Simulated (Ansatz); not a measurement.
# Cd3Se2S: the cost of one run

Program: Ansatz 0.2.0. Level of theory: DFT PBE, scalar-relativistic, plane waves, PAW. These are calculated values, not measurements.

1 further run of the same task is left out (set aside as unsound or not needed). Runs told in other sessions of the task aren't counted.

## (1) The structure to begin with

The structure is trigonal, space group P3m1 (No. 156). Conventional cell: a = 4.316 Å, b = 4.316 Å, c = 10.586 Å, α = 90.00°, β = 90.00°, γ = 120.00°. Cd (site symmetry 3m) has 4 Se at 2.66 to 2.68 Å in its first shell of neighbours. Cd (site symmetry 3m) has 3 S at 2.61 Å and 1 Se at 2.68 Å in its first shell of neighbours. Cd (site symmetry 3m) has 1 S at 2.57 Å and 3 Se at 2.66 Å in its first shell of neighbours. Se (site symmetry 3m) has 4 Cd at 2.66 to 2.68 Å in its first shell of neighbours. Around S (site symmetry 3m) lie 4 Cd at 2.57 to 2.61 Å.

Coordinates:

```cif
data_structure
_symmetry_space_group_name_H-M 'P 1'
_symmetry_Int_Tables_number 1
_cell_length_a 4.3156
_cell_length_b 4.3156
_cell_length_c 10.5861
_cell_angle_alpha 90.000
_cell_angle_beta 90.000
_cell_angle_gamma 120.000
_cell_volume 170.74
loop_
_atom_site_label
_atom_site_type_symbol
_atom_site_fract_x
_atom_site_fract_y
_atom_site_fract_z
_atom_site_occupancy
Cd1 Cd 0.33333 0.66667 0.00029 1
Cd2 Cd 0.66667 0.33333 0.65784 1
Cd3 Cd 0.00000 0.00000 0.34242 1
Se1 Se 0.66667 0.33333 0.91133 1
Se2 Se 0.33333 0.66667 0.25318 1
S1 S 0.00000 0.00000 0.58495 1
```

It is the end of an earlier relaxation with the same method, from a generated guess; it needn't be the stable form of this composition. At a tolerance of 0.02 Å it has space group P3m1 (No. 156); it has 28.46 Å³/atom, an uncorrected energy of -0.63 eV/atom over the elements.

## (2) Bands, states and charges

Contents of input.yaml:

```yaml
crystal:
  lattice:
    - [4.3155832096, 0.0, 0.0]
    - [-2.1577916048, 3.7374046917, 0.0]
    - [0.0, 0.0, 10.5861007]
  atoms:
    - { symbol: Cd, position: [0.3333333333, 0.6666666667, 0.00029] }
    - { symbol: Cd, position: [0.6666666667, 0.3333333333, 0.657839] }
    - { symbol: Cd, position: [0.0, 0.0, 0.342418] }
    - { symbol: Se, position: [0.6666666667, 0.3333333333, 0.911326] }
    - { symbol: Se, position: [0.3333333333, 0.6666666667, 0.253182] }
    - { symbol: S, position: [0.0, 0.0, 0.584946] }
basis:
  ecutwfc: 420
kpoints:
  mp_grid: { grid: [12, 12, 4] }
  band_path:
    path:
      - [[0.0, 0.0, 0.0], [0.5, 0.0, 0.0], [0.33333333, 0.33333333, 0.0], [0.0, 0.0, 0.0], [0.0, 0.0, 0.5], [0.5, 0.0, 0.5], [0.33333333, 0.33333333, 0.5], [0.0, 0.0, 0.5]]
      - [[0.5, 0.0, 0.5], [0.5, 0.0, 0.0]]
      - [[0.33333333, 0.33333333, 0.5], [0.33333333, 0.33333333, 0.0]]
    npoints: 14
hamiltonian:
  xc: pbe
scf:
  occupations: { method: gaussian, width: 0.02 }
  n_extra_bands: 15
output:
  forces: true
  stress: true
  eigenvalues: true
  populations: true
  dos: { projected: true, de: 0.02, nscf_kmesh: { grid: [18, 18, 6] } }
  bader: true
  write_density: true
  write_potential: true
  elf: true
  volumetric_format: npy
```

Launch:

```console
$ ansatz run input.yaml --threads 4 --pin off --max-ram 8192MiB --backend cpu --events-out ev --progress --plain --runs-dir out
```

**Question.** How long does this run take on 4 threads of Intel Xeon Platinum 8259CL at 2.50GHz (Skylake/Cascade Lake), shared host, and how much memory does it need?

About 81 s, with a peak of 1.6 GiB.
